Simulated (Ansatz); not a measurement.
# Si4Ni3Pt: the cost of one run

Computed with Ansatz 0.2.0 (DFT PBE, scalar-relativistic, plane waves, PAW, unless a step's input says otherwise).

### 1 Starting point

Symmetry: Pmm2, No. 25, orthorhombic system. The conventional cell has a = 3.360 Å, b = 6.189 Å, c = 4.819 Å, α = 90.00°, β = 90.00°, γ = 90.00°. Si (site symmetry m) has 4 Ni at 2.35 to 2.47 Å and 2 Pt at 2.52 Å and 2 Si at 2.68 Å as nearest neighbours. Around Si (site symmetry mm2) lie 6 Ni at 2.39 to 2.42 Å and 4 Si at 2.68 Å. Around Si (site symmetry mm2) lie 2 Pt at 2.39 to 2.43 Å and 4 Ni at 2.48 Å. Ni (site symmetry m) is surrounded by 6 Si at 2.35 to 2.48 Å. Ni (site symmetry mm2) has 6 Si at 2.39 to 2.42 Å and 4 Ni at 2.73 Å as nearest neighbours. Around Pt (site symmetry mm2) lie 6 Si at 2.39 to 2.52 Å.

Coordinates:

```cif
data_structure
_symmetry_space_group_name_H-M 'Pmm2'
_symmetry_Int_Tables_number 25
_cell_length_a 3.3603
_cell_length_b 6.1886
_cell_length_c 4.8194
_cell_angle_alpha 90.000
_cell_angle_beta 90.000
_cell_angle_gamma 90.000
_cell_volume 100.22
loop_
_atom_site_label
_atom_site_type_symbol
_atom_site_symmetry_multiplicity
_atom_site_Wyckoff_symbol
_atom_site_fract_x
_atom_site_fract_y
_atom_site_fract_z
_atom_site_occupancy
Si1 Si 2 h 0.50000 0.23362 0.15385 1
Si2 Si 1 a 0.00000 0.00000 0.84168 1
Si3 Si 1 b 0.00000 0.50000 0.83659 1
Ni1 Ni 2 h 0.50000 0.23770 0.66684 1
Ni2 Ni 1 a 0.00000 0.00000 0.34023 1
Pt1 Pt 1 b 0.00000 0.50000 0.34014 1
```

The cell was relaxed beforehand at this level, from a generated guess; it needn't be the stable form of this composition. At a tolerance of 0.05 Å it has space group Pmm2 (No. 25); it has 12.53 Å³/atom, an uncorrected energy of -0.46 eV/atom over the elements.

### 2 Electronic structure at the relaxed geometry

input.yaml reads:

```yaml
crystal:
  lattice:
    - [3.36027812, 0.0, 0.0]
    - [0.0, 6.1886344285, 0.0]
    - [0.0, 0.0, 4.8194389566]
  atoms:
    - { symbol: Si, position: [0.5, 0.2336199099, 0.1538453237] }
    - { symbol: Si, position: [0.5, 0.7663800901, 0.1538453237] }
    - { symbol: Si, position: [0.0, 0.0, 0.841677372] }
    - { symbol: Si, position: [0.0, 0.5, 0.8365853021] }
    - { symbol: Ni, position: [0.5, 0.2377039464, 0.666842184] }
    - { symbol: Ni, position: [0.5, 0.7622960536, 0.666842184] }
    - { symbol: Ni, position: [0.0, 0.0, 0.3402254862] }
    - { symbol: Pt, position: [0.0, 0.5, 0.3401368244] }
basis:
  ecutwfc: 420
kpoints:
  mp_grid: { grid: [12, 6, 8] }
  band_path:
    path:
      - [[0.0, 0.0, 0.0], [0.5, 0.0, 0.0], [0.5, 0.5, 0.0], [0.0, 0.5, 0.0], [0.0, 0.0, 0.0], [0.0, 0.0, 0.5], [0.5, 0.0, 0.5], [0.5, 0.5, 0.5], [0.0, 0.5, 0.5], [0.0, 0.0, 0.5]]
      - [[0.5, 0.0, 0.0], [0.5, 0.0, 0.5]]
      - [[0.0, 0.5, 0.0], [0.0, 0.5, 0.5]]
      - [[0.5, 0.5, 0.0], [0.5, 0.5, 0.5]]
    npoints: 14
hamiltonian:
  xc: pbe
scf:
  occupations: { method: gaussian, width: 0.1 }
  n_extra_bands: 20
output:
  forces: true
  stress: true
  eigenvalues: true
  populations: true
  dos: { projected: true, de: 0.02, nscf_kmesh: { grid: [15, 8, 10] } }
  bader: true
  write_density: true
  write_potential: true
  elf: true
  volumetric_format: npy
```

Started as:

```
$ ansatz run input.yaml --threads 4 --pin off --max-ram 8192MiB --backend cpu --events-out ev --progress --plain --runs-dir out
```

Q: Estimate wall time and peak memory on 4 threads of Arm Neoverse V1, shared host.

About 2 min, with a peak of 1.3 GiB.
